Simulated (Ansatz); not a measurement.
# Sn: how the settings move a relaxation

Question: which choices in the input matter for Sn?

Method: reference: DFT, PBEsol, PAW with Ansatz's default frozen-core files, scalar-relativistic; relaxation of cell and atoms, in Ansatz 0.2.0.

### 1 The starting structure

It takes space group Fd-3m (No. 227, cubic). Conventional cell: a = 6.467 Å, b = 6.467 Å, c = 6.467 Å, α = 90.00°, β = 90.00°, γ = 90.00°. Sn (site symmetry -43m) has 4 Sn at 2.80 Å in its first shell of neighbours.

Coordinates:

```
Sn
1.0
     0.00000    3.23334    3.23334
     3.23334    0.00000    3.23334
     3.23334    3.23334    0.00000
Sn
2
Cartesian
  3.2333 3.2333 3.2333
  4.8500 4.8500 4.8500
```

### 2 The reference run

input.yaml

```yaml
crystal:
  lattice:
    - [0.0, 3.2333428, 3.2333428]
    - [3.2333428, 0.0, 3.2333428]
    - [3.2333428, 3.2333428, 0.0]
  atoms:
    - { symbol: Sn, position: [0.5, 0.5, 0.5] }
    - { symbol: Sn, position: [0.75, 0.75, 0.75] }
kpoints:
  mp_grid: { grid: [10, 10, 10] }
scf:
  occupations: { method: fermi_dirac, width: 0.1 }
hamiltonian:
  xc: pbesol
  pseudopotentials: { kind: paw }
relax:
  f_tol: 0.002
  max_steps: 80
  cell: {}
output:
  forces: true
  stress: true
  write_density: true
  write_potential: true
  elf: true
  volumetric_format: npy
```

Launch:

```console
> ansatz run input.yaml --threads 1 --pin off --max-ram 3072MiB --backend cpu --events-out ev --progress --plain --runs-dir out
```

Excerpt of the output:

```text
[...]
Basis set: ecut = 420 eV, 1363 PW (Γ), exchange–correlation on 64×64×64 points (8 copies of the dense FFT grid, shifted against one another)
[...]
k-points: 47 of 1000
[...]
SCF iter   1: F=—  HF=-11899.500241 eV  |F-HF|=—  |Δ(HF+E_count)|=         —  Δρ=2.53e-3  dr2=4.12e-3  ethr=1.77e-3  ⟨swp⟩=5.9  Hψ=4478  notcnv=0
preconditioner: auto → Kerker (q_TF=auto, 2.356 Å⁻¹)  [metal: Δε(μ)=0.064 eV  Ē_g=20.054 eV  σ=0.100 eV  W_gap=0.16  n_scr=14 (ndim 8)  ℏωp=23.9 eV  f_vac=0.091  D(μ)=0.19/eV (n_scr^D=0)]
SCF iter   2: F=—  HF=-11899.497671 eV  |F-HF|=—  |Δ(HF+E_count)|=   2.57e-3  Δρ=1.52e-3  dr2=1.97e-3  ethr=1.47e-5  ⟨swp⟩=1.7  Hψ=1457  notcnv=0
[...]
relax step   1: F+E_penalty+E_count = -11899.49761454 eV  Δ(F+E_penalty+E_count) = +0.000e0 eV  max|allowed force component| = 6.939e-18 eV/Å  Δτ_max = 0.0000 Å  P = +1.561 GPa  Ω = 67.606 Å³  (7 SCF iters, dr2 threshold 1.00e-7 eV, accepted)
[...]
Basis set: ecut = 420 eV, 1411 PW (Γ), exchange–correlation on 64×64×64 points (8 copies of the dense FFT grid, shifted against one another)
[...]
relax step   2: F+E_penalty+E_count = -11899.50469055 eV  Δ(F+E_penalty+E_count) = -7.076e-3 eV  max|allowed force component| = 2.864e-17 eV/Å  Δτ_max = 0.0000 Å  P = -0.786 GPa  Ω = 71.415 Å³  energy of the carried Pulay correction = -6.523e-4 eV  (6 SCF iter
[...]
relax step   3: F+E_penalty+E_count = -11899.50843916 eV  Δ(F+E_penalty+E_count) = -3.749e-3 eV  max|allowed force component| = 2.666e-17 eV/Å  Δτ_max = 0.0000 Å  P = -0.055 GPa  Ω = 70.093 Å³  energy of the carried Pulay correction = -4.299e-4 eV  (5 SCF iter
[...]
relax step   4: F+E_penalty+E_count = -11899.50847043 eV  Δ(F+E_penalty+E_count) = -3.128e-5 eV  max|allowed force component| = 4.395e-17 eV/Å  Δτ_max = 0.0000 Å  P = -0.002 GPa  Ω = 70.003 Å³  energy of the carried Pulay correction = -4.146e-4 eV  (5 SCF iter
[...]
SCF iter   4: F=—  HF=-11899.508879 eV  |F-HF|=—  |Δ(HF+E_count)|=   2.47e-9  Δρ=4.14e-7  dr2=1.23e-10  ethr=1.62e-11  ⟨swp⟩=2.0  Hψ=1037  notcnv=0
SCF iter   5: F=-11899.508879 eV  HF=-11899.508879 eV  |F-HF|=3.64e-12  |Δ(HF+E_count)|=  7.28e-12  Δρ=1.05e-7  dr2=1.14e-11  ethr=1.00e-12  ⟨swp⟩=7.2  Hψ=4385  notcnv=0
[...]
relax step   5: F+E_penalty+E_count = -11899.50887853 eV  Δ(F+E_penalty+E_count) = -4.081e-4 eV  max|allowed force component| = 2.207e-17 eV/Å  Δτ_max = 0.0000 Å  P = -0.004 GPa  Ω = 70.003 Å³  stress off target by 3.60e-3 GPa  SCF on the basis re-selected at 
[...]
SCF converged after 5 iterations
Free energy (F): -11899.508879 eV
[...]
E sigma→0 (E₀):  -11899.505341 eV
[...]
Fermi energy:    7.361264 eV
[...]
  P = ⅓ Tr σ = -0.0036 GPa (-0.036 kbar)
[...]
--- Relaxed structure (4 steps of the walk, 4 accepted, 1 SCFs on fresh bases) ---
[...]
```

Run time: 15 s. Hardware: 1 thread of Arm Neoverse V2, shared host; peak memory 0.36 GiB.

### 3 Variant: ecutrho_ratio 6

input.yaml, as its differences from that of step 2:

```diff
@@ -22,5 +22,3 @@
   stress: true
-  write_density: true
-  write_potential: true
-  elf: true
-  volumetric_format: npy
+basis:
+  ecutrho_ratio: 6
```

Launch:

```console
> ansatz run input.yaml --threads 1 --pin off --max-ram 3072MiB --backend cpu --events-out ev --progress --plain --runs-dir out
```

Log, cut to the lines that bear on the results:

```text
[...]
Pseudopotentials: kind: paw
Pseudopotential: Sn, paw, valence charge 14, recommended cutoff 420 eV (normal), Sn.paw.azcp
Functional definition: PBEsol
[...]
Crystal: 2 atoms, lattice volume = 67.606 Å³
Basis set: ecut = 420 eV, 1363 PW (Γ), exchange–correlation on 80×80×80 points (8 copies of the dense FFT grid, shifted against one another)
Bands: 18, of which v1, the nominal top of the filled ones, is band 14 counted from 1 (13 counted from 0)
Symmetry: 48 space group operations
Space group: Fd-3m (ITA 227), of the structure as read, at distance tolerance 4.1e-5 Å
k-points: 47 of 1000
[...]
SCF iter   1: F=—  HF=-11899.500242 eV  |F-HF|=—  |Δ(HF+E_count)|=         —  Δρ=2.53e-3  dr2=4.12e-3  ethr=1.77e-3  ⟨swp⟩=5.9  Hψ=4478  notcnv=0
[...]
relax step   1: F+E_penalty+E_count = -11899.49761454 eV  Δ(F+E_penalty+E_count) = +0.000e0 eV  max|allowed force component| = 2.602e-18 eV/Å  Δτ_max = 0.0000 Å  P = +1.561 GPa  Ω = 67.606 Å³  (7 SCF iters, dr2 threshold 1.00e-7 eV, accepted)
[...]
relax step   4: F+E_penalty+E_count = -11899.50847043 eV  Δ(F+E_penalty+E_count) = -3.127e-5 eV  max|allowed force component| = 6.939e-18 eV/Å  Δτ_max = 0.0000 Å  P = -0.002 GPa  Ω = 70.003 Å³  energy of the carried Pulay correction = -4.146e-4 eV  (5 SCF iters, dr2 threshold 7.44e-9 eV, accepted)
[...]
relax step   5: F+E_penalty+E_count = -11899.50887853 eV  Δ(F+E_penalty+E_count) = -4.081e-4 eV  max|allowed force component| = 1.267e-17 eV/Å  Δτ_max = 0.0000 Å  P = -0.004 GPa  Ω = 70.003 Å³  stress off target by 3.60e-3 GPa  SCF on the basis re-selected at this cell (its energy is not [...]
SCF converged after 5 iterations
Free energy (F): -11899.508879 eV
[...]
E sigma→0 (E₀):  -11899.505341 eV
Entropy (-TS):   -0.007075 eV (-3.538 meV/atom)
Fermi energy:    7.361262 eV
[...]
--- Forces (eV/Å), atoms counted from 1 ---
  atom   1  Sn     0.00000000    -0.00000000    -0.00000000
  atom   2  Sn    -0.00000000    -0.00000000     0.00000000
[...]
--- Stress (GPa, compression-positive) ---
       -0.003601      -0.000000      -0.000000
       -0.000000      -0.003601      -0.000000
       -0.000000       0.000000      -0.003601
  P = ⅓ Tr σ = -0.0036 GPa (-0.036 kbar)
--- Relaxed structure (4 steps of the walk, 4 accepted, 1 SCFs on fresh bases) ---
  F+E_penalty+E_count = -11899.50887853 eV   max|allowed force component| = 1.267e-17 eV/Å   (the final SCF, on the basis selected at the relaxed cell)
  cell:  # Å, volume = 70.0029 Å³
    - [-2.5636090418857383e-34, 3.271111710750143, 3.271111710750143]
    - [3.271111710750143, -1.1990047327072293e-33, 3.271111710750143]
    - [3.271111710750143, 3.271111710750143, -8.916901057567284e-34]
  atoms:
    - { symbol: Sn, position: [0.49999999999999994, 0.49999999999999994, 0.49999999999999994] }
    - { symbol: Sn, position: [0.75, 0.75, 0.75] }
```

Wall time 14 s (1 thread of Arm Neoverse V2, shared host); peak memory 0.38 GiB.

The changed input (numerical grids) leaves the energy the same to the digits printed.

### 4 All runs together

| run | ending | energy change | pressure (GPa) | gap (eV) | force (eV/Å) | cycles | time |
| --- | --- | --- | --- | --- | --- | --- | --- |
| reference | converged | 0 | 0.0 | 0.00 | 0.00 | 28 | 15 s |
| 1: ecutrho_ratio 6 | converged | 0.0 meV/atom | 0.0 | 0.00 | 0.00 | 28 | 14 s |

Times don't compare one to one where runs were asked for different outputs or read a saved state (see the inputs); cycles may leave out searches for a lower state.

The changed input (numerical grids) leaves the energy the same to the digits printed.
